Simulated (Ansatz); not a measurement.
**Alloy of Si and Sn (2 of 16 Si sites exchanged), 16 atoms with displaced atoms**

Which settings matter for this cell? A base run comes first, then runs with one to three settings changed.

All numbers are computed with Ansatz 0.2.0 (PAW, plane waves).

## 1. The system as built

16 atoms (2 Sn, 14 Si); a = 7.871 Å, b = 7.871 Å, c = 7.871 Å, α = 60.00°, β = 60.00°, γ = 60.00°. All atoms were shaken off their sites by about 0.04 Å along each axis.

As a file:

```cif
data_structure
_symmetry_space_group_name_H-M 'P 1'
_symmetry_Int_Tables_number 1
_cell_length_a 7.8709
_cell_length_b 7.8709
_cell_length_c 7.8709
_cell_angle_alpha 60.000
_cell_angle_beta 60.000
_cell_angle_gamma 60.000
_cell_volume 344.80
loop_
_atom_site_label
_atom_site_type_symbol
_atom_site_fract_x
_atom_site_fract_y
_atom_site_fract_z
_atom_site_occupancy
Sn1 Sn 0.01150 0.00565 0.99009 1
Sn2 Sn 0.99393 0.50537 0.49986 1
Si1 Si 0.50155 0.50352 0.50250 1
Si2 Si 0.12981 0.11476 0.13464 1
Si3 Si 0.63050 0.62538 0.62569 1
Si4 Si 0.01250 0.98112 0.50454 1
Si5 Si 0.49665 0.50617 0.00183 1
Si6 Si 0.12487 0.12197 0.62189 1
Si7 Si 0.62311 0.61937 0.11699 1
Si8 Si 0.00020 0.49639 0.00141 1
Si9 Si 0.49978 0.00094 0.49348 1
Si10 Si 0.12126 0.62943 0.11881 1
Si11 Si 0.62824 0.12361 0.62936 1
Si12 Si 0.48817 0.99628 0.00518 1
Si13 Si 0.62125 0.12262 0.12429 1
Si14 Si 0.11796 0.63233 0.61870 1
```

## 2. PBEsol single point

Input file in.yaml:

```yaml
crystal:
  lattice:
    - [0.000000, 5.565595, 5.565595]
    - [5.565595, 0.000000, 5.565595]
    - [5.565595, 5.565595, 0.000000]
  atoms:
    - { symbol: Sn, position: [0.011498, 0.005653, 0.990095] }
    - { symbol: Sn, position: [0.993927, 0.505374, 0.499864] }
    - { symbol: Si, position: [0.501547, 0.503520, 0.502501] }
    - { symbol: Si, position: [0.129809, 0.114756, 0.134642] }
    - { symbol: Si, position: [0.630502, 0.625378, 0.625685] }
    - { symbol: Si, position: [0.012499, 0.981120, 0.504536] }
    - { symbol: Si, position: [0.496645, 0.506168, 0.001826] }
    - { symbol: Si, position: [0.124872, 0.121972, 0.621894] }
    - { symbol: Si, position: [0.623111, 0.619370, 0.116990] }
    - { symbol: Si, position: [0.000205, 0.496395, 0.001414] }
    - { symbol: Si, position: [0.499785, 0.000945, 0.493482] }
    - { symbol: Si, position: [0.121257, 0.629428, 0.118812] }
    - { symbol: Si, position: [0.628238, 0.123614, 0.629363] }
    - { symbol: Si, position: [0.488166, 0.996282, 0.005182] }
    - { symbol: Si, position: [0.621251, 0.122620, 0.124294] }
    - { symbol: Si, position: [0.117957, 0.632334, 0.618705] }
kpoints:
  mp_grid: { grid: [2, 2, 2], shift: [0.5, 0.5, 0.5] }
hamiltonian:
  xc: pbesol
scf:
  occupations: { method: fermi_dirac, width: 0.01 }
output:
  forces: true
  eigenvalues: true
  stress: true
  populations: true
```

Run with:

```sh
$ ansatz run in.yaml --threads 7 --pin off --max-ram 13300MiB --runs-dir r --events-out ev --progress --plain
```

## 3. Variant: density cutoff ratio 8

Changes to in.yaml since step 2:

```diff
@@ -24,2 +24,3 @@
   mp_grid: { grid: [2, 2, 2], shift: [0.5, 0.5, 0.5] }
+basis: { ecutrho_ratio: 8 }
 hamiltonian:
@@ -28,2 +29,3 @@
   occupations: { method: fermi_dirac, width: 0.01 }
+  max_iter: 70
 output:
@@ -32,2 +34 @@
   stress: true
-  populations: true
```

## 4. Run again with accuracy high

Changes to in.yaml since step 3:

```diff
@@ -1 +1,2 @@
+accuracy: high
 crystal:
@@ -24,3 +25,2 @@
   mp_grid: { grid: [2, 2, 2], shift: [0.5, 0.5, 0.5] }
-basis: { ecutrho_ratio: 8 }
 hamiltonian:
@@ -29,3 +29,3 @@
   occupations: { method: fermi_dirac, width: 0.01 }
-  max_iter: 70
+  max_iter: 50
 output:
```

## 5. Run again with density threshold 1e-12 eV, mixer anderson

Changes to in.yaml since step 4:

```diff
@@ -1,2 +1 @@
-accuracy: high
 crystal:
@@ -29,3 +28,5 @@
   occupations: { method: fermi_dirac, width: 0.01 }
-  max_iter: 50
+  max_iter: 90
+  convergence: { dr2_threshold: 1e-12 }
+  mixing: { algorithm: anderson }
 output:
```

## 6. Run again with density threshold 0.001 eV, occupations fixed, xc grid 2

Changes to in.yaml since step 5:

```diff
@@ -24,2 +24,3 @@
   mp_grid: { grid: [2, 2, 2], shift: [0.5, 0.5, 0.5] }
+basis: { xc_grid: 2 }
 hamiltonian:
@@ -27,6 +28,5 @@
 scf:
-  occupations: { method: fermi_dirac, width: 0.01 }
-  max_iter: 90
-  convergence: { dr2_threshold: 1e-12 }
-  mixing: { algorithm: anderson }
+  occupations: { method: fixed }
+  max_iter: 50
+  convergence: { dr2_threshold: 1e-03 }
 output:
```

## 7. Changed settings: functional RPBE, at most 9 cycles

Changes to in.yaml since step 6:

```diff
@@ -24,9 +24,7 @@
   mp_grid: { grid: [2, 2, 2], shift: [0.5, 0.5, 0.5] }
-basis: { xc_grid: 2 }
 hamiltonian:
-  xc: pbesol
+  xc: rpbe
 scf:
-  occupations: { method: fixed }
-  max_iter: 50
-  convergence: { dr2_threshold: 1e-03 }
+  occupations: { method: fermi_dirac, width: 0.01 }
+  max_iter: 9
 output:
```

Before running it: what results should come out? Wanted: for each run, settings; status; energy from base; forces from base.

The runs gave:

| settings | status | cycles | time | energy from base (meV/atom) | forces from base (eV/Å rms) | filled to empty level on the mesh (eV) |
| --- | --- | --- | --- | --- | --- | --- |
| base | converged | 7 | 2.1 s (7 CPU threads) | 0 | 0 | 0.84 |
| density cutoff ratio 8 | converged | 7 | 1.8 s (7 CPU threads) | 0.0 | 0.000 | 0.84 |
| accuracy high | converged | 9 | 2 s (7 CPU threads) | 0.0 | 0.000 | 0.84 |
| density threshold 1e-12 eV, mixer anderson | converged | 12 | 2 s (7 CPU threads) | 0.0 | 0.000 | 0.84 |
| density threshold 0.001 eV, occupations fixed, xc grid 2 | converged, settings too loose | 6 | 1.5 s (7 CPU threads) | 0.0 | 0.000 | 0.84 |
| functional RPBE, at most 9 cycles | converged | 7 | 1.5 s (7 CPU threads) | - | 0.064 | 0.99 |

**What this shows.** Among these variants the forces move most with functional RPBE, at most 9 cycles (0.064 eV/Å rms).
